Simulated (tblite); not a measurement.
# C5H10FGeN: the cost of one run

Computed with tblite 0.8.0 and PySCF 2.14.0, with density-fitted response routines of our own, on a single molecule in the gas phase. Atoms are numbered from 0 throughout.

## 1. The molecule as given

18 atoms, charge 0, multiplicity 1; geometry from: force field or distance geometry start.

Bonds of the start (Å): N0–C1 1.27, C1–C2 1.51, C2–Ge3 1.89, Ge3–C4 1.94, C4–C5 1.51, C5–F6 1.38, Ge3–C7 1.91, C7–C1 1.49, N0–H8 1.03, C2–H9 1.09, C2–H10 1.14, Ge3–H11 1.54, C4–H12 1.11, C4–H13 1.11, C5–H14 1.12, C5–H15 1.10, C7–H16 1.11, C7–H17 1.11.

## 2. Geometry optimisation with GFN2-xTB

The job: settings as JSON, then the geometry in Å.

```
{"job": {"kind": "relax", "xc": "GFN2-xTB", "basis": "xTB"}, "charge": 0, "multiplicity": 1}
N     -2.988400     1.175600     0.280800
C     -1.982500     0.531300    -0.150700
C     -1.591100    -0.912400     0.055200
Ge    -0.023500    -0.800800    -0.989700
C      1.684500    -0.987200    -0.096100
C      2.457300     0.310200    -0.203200
F      2.679300     0.646600    -1.522200
C     -0.800500     0.943300    -0.961500
H     -3.059200     2.169600     0.032500
H     -1.556900    -1.158900     1.119900
H     -2.385700    -1.566100    -0.435100
H     -0.135600    -1.659700    -2.257100
H      2.274700    -1.724800    -0.672100
H      1.618500    -1.353100     0.951400
H      1.813700     1.111600     0.243300
H      3.360800     0.270500     0.429000
H     -0.255500     1.725500    -0.401300
H     -1.118700     1.285300    -1.964100
```

Run with:

```bash
$ OMP_NUM_THREADS=1 python probes_run.py task.json out
```

One launch serves the whole session: the jobs run in the order shown.

**Question.** How long does this first job take on 1 thread of Arm Neoverse V2, shared host?

About 1 s.
